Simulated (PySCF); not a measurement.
**One shape, several levels: SnPN2H7 (SMILES N[P](N)[SnH3])**

We compute a comparison of 6 runs (HF/STO-3G, HF/3-21G, HF/def2-SVP, PBE0/def2-SVP, MP2/def2-TZVP, CCSD/STO-3G) of SnPN2H7. The job is set up through a Python script.

The results are computed with PySCF 2.14.0.

2 further runs of the same task are left out: 2 set aside as unsound or not needed.

## Step 1: The molecule

SnPN2H7 has 11 atoms, charge 0, and is taken as a singlet. As SMILES, `N[P](N)[SnH3]`. Geometry: relaxed at PBE0-D4/def2-TZVP. This is a higher conformer, about 33 kJ/mol above the lowest found by a separate search.

Bond lengths: N1–P2 1.705 Å, P2–N3 1.705 Å, P2–Sn4 2.504 Å, N1–H5 1.010 Å, N1–H6 1.009 Å, N3–H7 1.009 Å, N3–H8 1.010 Å, Sn4–H9 1.707 Å, Sn4–H10 1.707 Å, Sn4–H11 1.721 Å. Some angles: N1–P2–N3 110.9°, N1–P2–Sn4 96.9°, N3–P2–Sn4 96.9°, P2–N1–H5 121.5°, P2–N1–H6 115.8°, P2–N3–H7 115.8°, P2–N3–H8 121.4°, P2–Sn4–H9 111.2°, P2–Sn4–H10 111.1°, P2–Sn4–H11 108.5°.

## Step 2: Energy and forces at HF/STO-3G (run 1)

job.py

```python
from pyscf import gto, scf

mol = gto.Mole()
mol.atom = [
    ('N', (-1.189100, 1.124000, 0.708600)),
    ('P', (-0.824800, -0.530500, 0.519100)),
    ('N', (0.564000, -0.955000, 1.412100)),
    ('Sn', (0.297700, -0.339500, -1.711200)),
    ('H', (-0.476000, 1.833800, 0.623000)),
    ('H', (-1.851700, 1.346600, 1.435900)),
    ('H', (0.395800, -1.317200, 2.338400)),
    ('H', (1.403500, -0.394900, 1.377100)),
    ('H', (-0.788000, 0.224800, -2.901600)),
    ('H', (0.946000, -1.840000, -2.203400)),
    ('H', (1.588200, 0.791000, -1.577400)),
]
mol.max_memory = 1860
mol.verbose = 4
mol.basis = 'sto-3g'
mol.build()

calc0 = scf.RHF(mol)
calc0.conv_tol = 1e-10
calc0.kernel()
if not calc0.converged:
    calc0 = calc0.newton().run(calc0.mo_coeff, calc0.mo_occ)

e_final = calc0.e_tot
print('E = %.10f Eh' % e_final)
grad = calc0.nuc_grad_method().kernel()
dip = calc0.dip_moment()
pop, q = calc0.mulliken_pop()
```

Run with:

```bash
$ OMP_NUM_THREADS=1 python job.py
```

Output:

```text
PySCF version 2.14.0

[... 63 lines left out ...]
converged SCF energy = -6411.76920658678
[... 12 lines left out ...]
Dipole moment(X, Y, Z, Debye):  0.54862,  0.90306,  1.28902
[... 65 lines left out ...]
charge of   10H =     -0.18693
```

It took 9.6 s on 1 thread of Intel Xeon at 2.70GHz, shared host; peak memory 0.12 GiB.

## Step 3: Energy and gradient at HF/3-21G (run 2)

job.py

```python
# N[P](N)[SnH3]
import pyscf.grad
from pyscf import gto, scf

system = gto.M(
    atom='''
N     -1.189100     1.124000     0.708600
P     -0.824800    -0.530500     0.519100
N      0.564000    -0.955000     1.412100
Sn     0.297700    -0.339500    -1.711200
H     -0.476000     1.833800     0.623000
H     -1.851700     1.346600     1.435900
H      0.395800    -1.317200     2.338400
H      1.403500    -0.394900     1.377100
H     -0.788000     0.224800    -2.901600
H      0.946000    -1.840000    -2.203400
H      1.588200     0.791000    -1.577400
''',
    max_memory=1860,
    verbose=3,
    basis='3-21g',
)

mf = scf.RHF(system)
mf.conv_tol = 1e-10
mf.kernel()
if not mf.converged:
    mf = mf.newton().run(mf.mo_coeff, mf.mo_occ)

e_tot = mf.e_tot
print(f'total energy: {e_tot:.8f} hartree')
grad = mf.Gradients().kernel()
dip = mf.dip_moment()
pop, q = mf.mulliken_pop()
```

Run with:

```bash
$ OMP_NUM_THREADS=1 python job.py
```

Output:

```text
converged SCF energy = -6447.60450929368
total energy: -6447.60450929 hartree
[... 8 lines left out ...]
Dipole moment(X, Y, Z, Debye):  1.18853,  1.69581,  2.03290
[... 88 lines left out ...]
charge of   10H =     -0.23379
```

Wall time 9 s (1 thread of Intel Xeon at 2.70GHz, shared host); peak memory 0.15 GiB.

Runs 3 to 5 aren't shown in full; the table further down has their settings and results.

## Step 4: The energy at CCSD/STO-3G (run 6)

job.py

```python
from pyscf import gto, cc

mol = gto.M(
    atom='''
N   -1.189100   1.124000   0.708600
P   -0.824800  -0.530500   0.519100
N    0.564000  -0.955000   1.412100
Sn   0.297700  -0.339500  -1.711200
H   -0.476000   1.833800   0.623000
H   -1.851700   1.346600   1.435900
H    0.395800  -1.317200   2.338400
H    1.403500  -0.394900   1.377100
H   -0.788000   0.224800  -2.901600
H    0.946000  -1.840000  -2.203400
H    1.588200   0.791000  -1.577400
''',
    basis='sto-3g',
    max_memory=1860,
    charge=0,
    verbose=4,
)

calc0 = mol.RHF()
calc0.conv_tol = 1e-10
calc0.kernel()
if not calc0.converged:
    calc0 = calc0.newton().run(calc0.mo_coeff, calc0.mo_occ)

mycc = cc.CCSD(calc0, frozen=25)
mycc.kernel()
e_final = mycc.e_tot
print('E = %.10f Eh' % e_final)
calc0.analyze()
```

Run with:

```bash
$ OMP_NUM_THREADS=1 python job.py
```

Output:

```text
PySCF version 2.14.0

[... 94 lines left out ...]
One-electron Energy =                -9812.121706366793660
[... 9 lines left out ...]
MO #5   energy= -145.334030020754  occ= 2
[... 7 lines left out ...]
MO #13  energy= -18.1647673720262  occ= 2
[... 7 lines left out ...]
MO #21  energy= -5.08216750765527  occ= 2
[... 7 lines left out ...]
MO #29  energy= -0.86915022948662  occ= 2
[... 7 lines left out ...]
MO #37  energy= -0.516130591693868 occ= 2
[... 7 lines left out ...]
MO #45  energy= 0.434998065994375  occ= 0
[... 7 lines left out ...]
MO #53  energy= 0.776658782493621  occ= 0
[... 67 lines left out ...]
Dipole moment(X, Y, Z, Debye):  0.54862,  0.90306,  1.28902
```

Run time: 2.8 s. Hardware: 1 thread of Intel Xeon at 2.70GHz, shared host; peak memory 0.13 GiB.

## Step 5: Overview of the runs

| run | level | core potential | integration grid | energy (Eh) | dipole moment (D) of the reference | HOMO energy (eV) | LUMO energy (eV) | wall time |
| --- | --- | --- | --- | --- | --- | --- | --- | --- |
| 1 | HF/STO-3G | – | – | -6411.769207 | 1.67 | -6.45 | 9.68 | 9.6 s |
| 2 | HF/3-21G | – | – | -6447.604509 | 2.90 | -8.80 | 3.22 | 9 s |
| 3 | HF/def2-SVP (core potential) | def2-svp | – | -666.851117 | 2.75 | -8.82 | 3.34 | 28 s |
| 4 | PBE0/def2-SVP (core potential) | def2-svp | 5 | -668.907224 | 2.88 | -6.39 | 0.26 | 82 s |
| 5 | MP2/def2-TZVP (core potential) | def2-svp | – | -668.015952 | 2.77 | -8.85 | 2.58 | 6.5 min |
| 6 | CCSD/STO-3G | – | – | -6411.974782 | 1.67 | -6.45 | 9.68 | 2.8 s |

## Step 6: Results

```
                                           quantity           value
                                run 6: total energy  -6411.97478 Eh
        run 6: dipole moment (Hartree–Fock density)          1.67 D
         run 6: HOMO energy (Hartree–Fock orbitals)        -6.45 eV
         run 6: LUMO energy (Hartree–Fock orbitals)         9.68 eV
       run 6: HOMO–LUMO gap (Hartree–Fock orbitals)        16.14 eV
run 6: correlation energy (25 core orbitals frozen)      -205.6 mEh
                               run 6: T1 diagnostic           0.007
```

What this shows: Over runs 1, 2, 3, 4 the dipole moment (its size) runs from 1.67 D (HF/STO-3G) to 2.90 D (HF/3-21G). Over runs 1, 2, 3, 4 the HOMO–LUMO gap runs from 6.65 eV (PBE0/def2-SVP) to 16.14 eV (HF/STO-3G). The two ends differ in method and basis and core potential. Some runs of one species differ in core potentials or relativity; totals across that change don't compare. In runs 1, 6 the basis is minimal, so the values are rough. In runs 1, 2, 6 relativity is left out where basis or elements ask for it. All runs together took 8.7 min, the longest 6.5 min.
